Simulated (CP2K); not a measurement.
# Al in CP2K: work function with PBE

Aim: the work function of Al with PBE.

Program: CP2K 2026.2. These are calculated values, not measurements. Logs are shortened: lines on timing, memory, paths and dates and some standing lists are left out, and cuts for length are marked.

**1. The cell of the first run**

The cell holds a slab with vacuum, 5 atoms: a = 2.862 Å, b = 2.862 Å, c = 24.348 Å, α = 90.00°, β = 90.00°, γ = 120.00°.

**2. Work function, PBE (the (1 1 1) slab of Al, cut from the database cell, not relaxed)**

The input, al_workfunction.inp:

```
&GLOBAL
  PROJECT al_workfunction
  RUN_TYPE ENERGY_FORCE
  PRINT_LEVEL LOW
&END GLOBAL
&FORCE_EVAL
  METHOD QS
  &DFT
    BASIS_SET_FILE_NAME BASIS_MOLOPT_UZH
    POTENTIAL_FILE_NAME POTENTIAL_UZH
    &MGRID
      CUTOFF 450
      REL_CUTOFF 60
      NGRIDS 4
    &END MGRID
    &QS
      METHOD GPW
      EPS_DEFAULT 1.0E-10
    &END QS
    &KPOINTS
      SCHEME MONKHORST-PACK 11 11 1
      GAMMA_CENTERED T
      SYMMETRY T
      SYMMETRY_BACKEND SPGLIB
    &END KPOINTS
    &SCF
      SCF_GUESS ATOMIC
      EPS_SCF 1.0E-6
      MAX_SCF 100
      ADDED_MOS 16
      CHOLESKY OFF
      EPS_EIGVAL 1.0E-7
      &DIAGONALIZATION ON
        ALGORITHM STANDARD
      &END DIAGONALIZATION
      &MIXING ON
        METHOD BROYDEN_MIXING
        ALPHA 0.2
        BETA 1.5
        NBUFFER 8
      &END MIXING
      &SMEAR ON
        METHOD FERMI_DIRAC
        ELECTRONIC_TEMPERATURE 580.23
      &END SMEAR
    &END SCF
    &XC
      &XC_FUNCTIONAL PBE
      &END XC_FUNCTIONAL
    &END XC
    &PRINT
      &KPOINTS ON
      &END KPOINTS
      &MULLIKEN ON
      &END MULLIKEN
      &MO ON
        ENERGIES T
        OCCUPATION_NUMBERS T
        &EACH
          QS_SCF 0
        &END EACH
        ADD_LAST NUMERIC
      &END MO
      &LOWDIN ON
      &END LOWDIN
      &HIRSHFELD ON
        SHAPE_FUNCTION DENSITY
      &END HIRSHFELD
      &E_DENSITY_CUBE ON
        STRIDE 1
      &END E_DENSITY_CUBE
      &V_HARTREE_CUBE ON
        STRIDE 1
      &END V_HARTREE_CUBE
      &ELF_CUBE ON
        STRIDE 1
      &END ELF_CUBE
    &END PRINT
  &END DFT
  &SUBSYS
    &CELL
      ABC 2.8623399660 2.8623399660 24.3483631827
      ALPHA_BETA_GAMMA 90.0000000000 90.0000000000 120.0000000002
      PERIODIC XYZ
    &END CELL
    &COORD
      SCALED
      Al  0.6666666667 0.3333333333 0.3080289194
      Al  0.3333333333 0.6666666667 0.4040144597
      Al  0.0000000000 0.0000000000 0.5000000000
      Al  0.6666666667 0.3333333333 0.5959855403
      Al  0.3333333333 0.6666666667 0.6919710806
    &END COORD
    &KIND Al
      BASIS_SET TZVP-MOLOPT-PBE-GTH-q3
      POTENTIAL GTH-PBE-q3
    &END KIND
    &PRINT
      &ATOMIC_COORDINATES ON
      &END ATOMIC_COORDINATES
      &CELL ON
      &END CELL
    &END PRINT
  &END SUBSYS
  &PRINT
    &FORCES ON
    &END FORCES
  &END PRINT
&END FORCE_EVAL
```

Potentials or basis: POTENTIAL_UZH Al GTH-PBE-q3; TZVP-MOLOPT-PBE-GTH basis.

On the command line:

```
$ OMP_NUM_THREADS=1 mpirun -n 2 cp2k.psmp -i al_workfunction.inp -o al_workfunction.out
```

al_workfunction.out:

```text

 CP2K| version string:                                       CP2K version 2026.2
 CP2K| Input file name                                       al_workfunction.inp

 GLOBAL| Force Environment number                                              1
 GLOBAL| Basis set file name                                    BASIS_MOLOPT_UZH
 GLOBAL| Potential file name                                       POTENTIAL_UZH
 GLOBAL| MM Potential file name                                     MM_POTENTIAL
 GLOBAL| Coordinate file name                                      __STD_INPUT__
 GLOBAL| Method name                                                        CP2K
 GLOBAL| Project name                                            al_workfunction
 GLOBAL| Run type                                                   ENERGY_FORCE
 GLOBAL| FFT library                                                       FFTW3
 GLOBAL| Diagonalization library                                       ScaLAPACK
 GLOBAL| Cholesky decomposition library                                ScaLAPACK
 GLOBAL| DGEMM library                                                      BLAS
 GLOBAL| Direct generalized diagonalization requested                          F
 GLOBAL| Matrix multiplication library                                 ScaLAPACK
 GLOBAL| Global print level                                                  LOW
 GLOBAL| Total number of message passing processes                             2
 GLOBAL| Number of threads for this process                                    1
 GLOBAL| CPU model name                                                  UNKNOWN

 CELL| Volume [angstrom^3]:                                           172.759855
 CELL| Vector a [angstrom]:       2.862     0.000     0.000   |a| =     2.862340
 CELL| Vector b [angstrom]:      -1.431     2.479     0.000   |b| =     2.862340
 CELL| Vector c [angstrom]:       0.000     0.000    24.348   |c| =    24.348363
 CELL| Angle (b,c), alpha [degree]:                                    90.000000
 CELL| Angle (a,c), beta  [degree]:                                    90.000000
 CELL| Angle (a,b), gamma [degree]:                                   120.000000
 CELL| Numerically orthorhombic:                                              NO
 CELL| Periodicity                                                           XYZ

 CELL_REF| Volume [angstrom^3]:                                       172.759855
 CELL_REF| Vector a [angstrom     2.862     0.000     0.000   |a| =     2.862340
 CELL_REF| Vector b [angstrom    -1.431     2.479     0.000   |b| =     2.862340
 CELL_REF| Vector c [angstrom     0.000     0.000    24.348   |c| =    24.348363
 CELL_REF| Angle (b,c), alpha [degree]:                                90.000000
 CELL_REF| Angle (a,c), beta  [degree]:                                90.000000
 CELL_REF| Angle (a,b), gamma [degree]:                               120.000000
 CELL_REF| Numerically orthorhombic:                                          NO
 CELL_REF| Periodicity                                                       XYZ
[... 9 lines left out ...]
 TOTAL NUMBERS AND MAXIMUM NUMBERS

  Total number of            - Atomic kinds:                                   1
                             - Atoms:                                          5
                             - Shell sets:                                     5
                             - Shells:                                        35
                             - Primitive Cartesian functions:                 20
                             - Cartesian basis functions:                     90
                             - Spherical basis functions:                     85

  Maximum angular momentum of- Orbital basis functions:                        2
                             - Local part of the GTH pseudopotential:          0
                             - Non-local part of the GTH pseudopotential:      2

 MODULE QUICKSTEP: ATOMIC COORDINATES IN ANGSTROM

   Atom Kind Element         X             Y             Z       Z(eff)     Mass
      1    1 Al   13      1.431170      0.826286      7.500000   3.0000  26.9815
      2    1 Al   13     -0.000000      1.652573      9.837091   3.0000  26.9815
      3    1 Al   13      0.000000      0.000000     12.174182   3.0000  26.9815
      4    1 Al   13      1.431170      0.826286     14.511272   3.0000  26.9815
      5    1 Al   13     -0.000000      1.652573     16.848363   3.0000  26.9815

 SCF PARAMETERS         Density guess:                                    ATOMIC
[... 9 lines left out ...]
                        --------------------------------------------------------
                        level_shift [a.u.]:                             0.000000
                        added MOs                                        16    0
                        --------------------------------------------------------
                        Mixing method:                            BROYDEN_MIXING
                                                charge density mixing in g-space
                        --------------------------------------------------------
                        Smear method:                                FERMI_DIRAC
[... 39 lines left out ...]
 Number of electrons:                                                         15
 Number of occupied orbitals:                                                  8
 Number of molecular orbitals:                                                24

 Number of orbital functions:                                                 85
 Number of independent orbital functions:                                     85

 SCF WAVEFUNCTION OPTIMIZATION

  Step     Update method      Time    Convergence         Total energy    Change
  ------------------------------------------------------------------------------
     1 NoMix/Diag. 0.20E+00    1.4     0.46837196       -10.9436920812 -1.09E+01
     2 Broy./Diag. 0.20E+00    1.8     0.06940503       -10.7982995643  1.45E-01
     3 Broy./Diag. 0.20E+00    1.8     0.14124012       -10.6319416120  1.66E-01
     4 Broy./Diag. 0.20E+00    1.8     0.06365578       -10.4399285683  1.92E-01
     5 Broy./Diag. 0.20E+00    1.8     0.01564540       -10.3462507996  9.37E-02
     6 Broy./Diag. 0.20E+00    1.8     0.00175059       -10.3369995949  9.25E-03
     7 Broy./Diag. 0.20E+00    1.8     0.00279411       -10.3159425775  2.11E-02
     8 Broy./Diag. 0.20E+00    1.8     0.00038549       -10.3187310260 -2.79E-03
     9 Broy./Diag. 0.20E+00    1.8     0.00208173       -10.3271466646 -8.42E-03
    10 Broy./Diag. 0.20E+00    1.8     0.00046309       -10.3300936980 -2.95E-03
    11 Broy./Diag. 0.20E+00    1.8     0.00124793       -10.3331963531 -3.10E-03
[... 9 lines left out ...]
    21 Broy./Diag. 0.20E+00    1.8     0.00000965       -10.3333825433  9.48E-06
    22 Broy./Diag. 0.20E+00    1.8     0.00001287       -10.3333612826  2.13E-05
    23 Broy./Diag. 0.20E+00    1.8     0.00000474       -10.3333737143 -1.24E-05
    24 Broy./Diag. 0.20E+00    1.8     0.00000554       -10.3333984730 -2.48E-05
    25 Broy./Diag. 0.20E+00    1.8     0.00000515       -10.3333892876  9.19E-06
    26 Broy./Diag. 0.20E+00    1.8     0.00000117       -10.3333868793  2.41E-06
    27 Broy./Diag. 0.20E+00    1.8     0.00000168       -10.3333957439 -8.86E-06
    28 Broy./Diag. 0.20E+00    1.8     0.00000102       -10.3333973145 -1.57E-06
    29 Broy./Diag. 0.20E+00    1.8     0.00000160       -10.3333951955  2.12E-06
    30 Broy./Diag. 0.20E+00    1.8     0.00000020       -10.3333941294  1.07E-06

  *** SCF run converged in    30 steps ***

  Electronic density on regular grids:        -15.0000000000        0.0000000000
  Core density on regular grids:               14.9999999960       -0.0000000040
  Total charge density on r-space grids:       -0.0000000039
  Total charge density g-space grids:          -0.0000000039

  Overlap energy of the core charge distribution:               0.00000000000000
  Self energy of the core charge distribution:                -28.20887042567942
  Core Hamiltonian energy:                                      5.74360400073542
  Hartree energy:                                              16.06505961588963
  Exchange-correlation energy:                                 -3.93243820824840
  Electronic entropic energy:                                  -0.00074911260127
  Fermi energy:                                                 0.04524699645176

  Total energy:                                               -10.33339412941025
  Total energy (extrapolated to T->0):                        -10.33301957310961

 MO| EIGENVALUES AND OCCUPATION NUMBERS FOR K POINT 1
 MO|
 MO|  Index      Eigenvalue [a.u.]        Eigenvalue [eV]             Occupation
 MO|      1              -0.135660              -3.691496               2.000000
 MO|      2              -0.134355              -3.655999               2.000000
 MO|      3              -0.110761              -3.013961               2.000000
 MO|      4              -0.109793              -2.987617               2.000000
 MO|      5              -0.077173              -2.099978               2.000000
 MO|      6              -0.066509              -1.809795               2.000000
[... 226 lines left out ...]
 MO|     23               0.439571              11.961329               0.000000
 MO|     24               0.440568              11.988469               0.000000
 MO| Sum:                                                              16.000372
 MO| E(Fermi):            0.045247 a.u.          1.231233 eV

 The electron density is written in Cube    file format to the file:

 al_workfunction-ELECTRON_DENSITY-1_0.cube

 !-----------------------------------------------------------------------------!
                     Mulliken Population Analysis

 #  Atom  Element  Kind  Atomic population                           Net charge
       1     Al       1          2.991340                              0.008660
       2     Al       1          3.012399                             -0.012399
       3     Al       1          2.992523                              0.007477
       4     Al       1          3.012399                             -0.012399
       5     Al       1          2.991340                              0.008660
 # Total charge                             15.000000                  0.000000

 !-----------------------------------------------------------------------------!

 !-----------------------------------------------------------------------------!
                           Hirshfeld Charges

  #Atom  Element  Kind  Ref Charge     Population                    Net charge
      1       Al     1       3.000          2.994                         0.006
      2       Al     1       3.000          3.008                        -0.008
      3       Al     1       3.000          2.997                         0.003
      4       Al     1       3.000          3.008                        -0.008
      5       Al     1       3.000          2.994                         0.006

  Total Charge                                                           -0.000
 !-----------------------------------------------------------------------------!

 LOWDIN POPULATION ANALYSIS

 #  Atom  Element  Kind  Atomic population                           Net charge
       1     Al       1          2.932757                              0.067243
       2     Al       1          3.063830                             -0.063830
       3     Al       1          3.006827                             -0.006827
       4     Al       1          3.063830                             -0.063830
       5     Al       1          2.932757                              0.067243
 # Total charge                             15.000000                 -0.000000

               ----- ELF is computed on the real space grid -----

 ELF is written in Cube    file format to the file:

 al_workfunction-ELF_S1-1_0.cube

 ENERGY| Total FORCE_EVAL ( QS ) energy [hartree]            -10.333392333692696

 FORCES| Atomic forces [hartree/bohr]
 FORCES|   Atom     x               y               z               |f|
 FORCES|      1  2.08305044E-10  3.04186018E-11 -8.97931788E-04   8.97931788E-04
 FORCES|      2  2.54768699E-10  2.04299329E-08  1.90343306E-03   1.90343306E-03
 FORCES|      3  2.01134419E-10 -7.23320299E-09 -3.07399833E-09   7.86187931E-09
 FORCES|      4 -1.12301661E-09 -2.41227903E-08 -1.90343176E-03   1.90343176E-03
 FORCES|      5  4.58808440E-10  1.08956335E-08  8.97933566E-04   8.97933567E-04
 FORCES| Sum    -6.45624146E-18 -8.31938213E-15 -2.74769357E-14
 FORCES| Total atomic force                                       2.87087818E-14
```

Run time: 63 s. Hardware: 2 MPI ranks of Arm Neoverse V1, shared host.

Results:

* Free energy: -281.1859 eV
* Largest force: 0.098 eV/Å
* Band gap on the k mesh: none (metal or under the smearing width)
* Work function: 4.27 eV
* Work function of the upper face: 4.27 eV
* Work function of the lower face: 4.27 eV

Forces on the atoms (eV/Å):
```
Al   0.000  0.000 -0.046
Al   0.000  0.000  0.098
Al   0.000  0.000  0.000
Al   0.000  0.000 -0.098
Al   0.000  0.000  0.046
```

Caveat: the basis of atomic orbitals isn't converged, which shifts pressures, moduli and gaps.
